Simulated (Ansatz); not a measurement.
# C₃H₈Si₂: how energies converge with the basis set

An exercise on one series of results from a longer session: the logs are not shown, and one member is left open.

Method: one geometry, several basis sets; program: Ansatz 0.2.0, Gaussian basis.

Levels to be run: PBE0-D4/def2-SVP; ωB97M-V/def2-SVP; PBE0-D4/def2-QZVPP; ωB97M-V/def2-QZVPP; the functionals' def2-TZVPP values are taken from earlier runs.

### The relaxed structure

The geometry comes from an earlier relaxation with PBE0-D4 in a triple-zeta def2 set; it is a stationary point, not always the lowest conformer.

SMILES `C=C=C([SiH3])[SiH3]`, 13 atoms, charge 0, spin multiplicity 1.

Atoms are counted from 1 here; the program's logs count them from 0.

Bond lengths: C1–C2 1.302 Å, C1–H6 1.084 Å, C1–H7 1.084 Å, C2–C3 1.301 Å, C3–Si4 1.867 Å, C3–Si5 1.867 Å, Si4–H8 1.487 Å, Si4–H9 1.484 Å, Si4–H10 1.487 Å, Si5–H11 1.484 Å, Si5–H12 1.487 Å, Si5–H13 1.487 Å. Angles: C2–C1–H6 120.9°, C2–C1–H7 120.9°, H6–C1–H7 118.1°, C1–C2–C3 180.0°, C2–C3–Si4 118.8°, C2–C3–Si5 118.8°, Si4–C3–Si5 122.4°, C3–Si4–H8 109.7°, C3–Si4–H9 109.8°, C3–Si4–H10 109.7°, H8–Si4–H9 109.9°, H8–Si4–H10 107.8°, H9–Si4–H10 109.9°, C3–Si5–H11 109.8°, C3–Si5–H12 109.7°, C3–Si5–H13 109.7°, H11–Si5–H12 109.9°, H11–Si5–H13 109.9° and more.

Set-up of the first run:

in.yaml

```yaml
crystal:
  periodic: [false, false, false]
  atoms:
    - {symbol: C, position_ang: [-1.070923, 2.001217, -1.007728]}
    - {symbol: C, position_ang: [-0.509459, 0.952167, -0.479476]}
    - {symbol: C, position_ang: [0.051933, -0.096545, 0.048521]}
    - {symbol: Si, position_ang: [0.259346, -0.167586, 1.902154]}
    - {symbol: Si, position_ang: [0.619526, -1.473939, -1.076053]}
    - {symbol: H, position_ang: [-2.144039, 2.043591, -1.156067]}
    - {symbol: H, position_ang: [-0.478532, 2.856778, -1.311806]}
    - {symbol: H, position_ang: [-0.450026, -1.358411, 2.441410]}
    - {symbol: H, position_ang: [-0.288100, 1.067006, 2.516156]}
    - {symbol: H, position_ang: [1.700922, -0.305059, 2.241103]}
    - {symbol: H, position_ang: [0.326292, -1.122762, -2.487336]}
    - {symbol: H, position_ang: [-0.076831, -2.737260, -0.713852]}
    - {symbol: H, position_ang: [2.080187, -1.693995, -0.902228]}
basis:
  gaussian: {orbitals: def2-SVP}
hamiltonian: {xc: pbe0, dispersion: d4}
output: {orbitals: {seedname: orbitals}}
```

Steps of the session up to this table: PBE0-D4 in def2-SVP; ωB97M-V in def2-SVP; PBE0-D4 in def2-QZVPP; ωB97M-V in def2-QZVPP.

One table of the session follows, with a row left open; its other results are not shown here.

It belongs to the step «Functionals by basis». 

```
functional       basis  HOMO (eV)
   PBE0-D4    def2-SVP      -7.28
   PBE0-D4  def2-TZVPP      -7.30
   PBE0-D4  def2-QZVPP          ?
   ωB97M-V    def2-SVP      -9.41
   ωB97M-V  def2-TZVPP      -9.45
   ωB97M-V  def2-QZVPP      -9.45
```

**Question.** Estimate the row for PBE0-D4, def2-QZVPP.

The run gave: HOMO (eV): -7.31. In the column «HOMO (eV)» it lies between ωB97M-V, def2-SVP (-9.41) and PBE0-D4, def2-TZVPP (-7.30).
